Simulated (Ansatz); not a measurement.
# LiB4O2: the cost of one run

Method: DFT PBE, scalar-relativistic, plane waves, PAW, in Ansatz 0.2.0.

2 further runs of the same task are left out: 2 set aside as unsound or not needed. Runs told in other sessions of the task aren't counted.

## 1. The system as given

Symmetry: I4/mmm, No. 139, tetragonal system. Conventional cell: a = 3.142 Å, b = 3.142 Å, c = 10.248 Å, α = 90.00°, β = 90.00°, γ = 90.00°. Around Li (site symmetry 4/mmm) lie 6 B at 1.57 Å. Around B (site symmetry mmm) lie 2 Li at 1.57 Å. B (site symmetry 4mm) has 1 Li at 1.57 Å in its first shell of neighbours. O (site symmetry 4mm) has 9 B at 2.05 to 2.22 Å in its first shell of neighbours.

As a file:

```
Li B O
1.0
    -1.57110    1.57110    5.12399
     1.57110   -1.57110    5.12399
     1.57110    1.57110   -5.12399
Li B O
1 4 2
Direct
  0.00000 0.00000 0.00000
  0.50000 0.00000 0.50000
  0.00000 0.50000 0.50000
  0.15331 0.15331 0.00000
  0.84669 0.84669 0.00000
  0.35377 0.35377 0.00000
  0.64623 0.64623 0.00000
```

(A quick probe on a coarse mesh, which set the mesh and smearing, is not shown.)

## 3. Coarse relaxation

File input.yaml:

```yaml
crystal:
  lattice:
    - [-1.5711004667, 1.5711004667, 5.1239877668]
    - [1.5711004667, -1.5711004667, 5.1239877668]
    - [1.5711004667, 1.5711004667, -5.1239877668]
  atoms:
    - { symbol: Li, position: [0.0, 0.0, 0.0] }
    - { symbol: B, position: [0.5, 0.0, 0.5] }
    - { symbol: B, position: [0.0, 0.5, 0.5] }
    - { symbol: B, position: [0.15331, 0.15331, 0.0] }
    - { symbol: B, position: [0.84669, 0.84669, 0.0] }
    - { symbol: O, position: [0.35377, 0.35377, 0.0] }
    - { symbol: O, position: [0.64623, 0.64623, 0.0] }
basis:
  ecutwfc: 420
kpoints:
  mp_grid: { grid: [8, 8, 8] }
hamiltonian:
  xc: pbe
scf:
  occupations: { method: gaussian, width: 0.1 }
  lower_state_search: "off"
output:
  forces: true
  stress: true
  eigenvalues: true
relax:
  adjacent_minimum: "off"
  f_tol: 0.04
  max_steps: 70
  cell: { stress_tol: 0.4 }
```

Command:

```
$ ansatz run input.yaml --threads 1 --pin off --max-ram 2560MiB --backend cpu --events-out ev --progress --plain --runs-dir out
```

**Question.** How long does this run take on 1 thread of Intel Xeon 6975P-C (Granite Rapids), shared host, and how much memory does it need?

About 65 s, with a peak of 0.47 GiB.
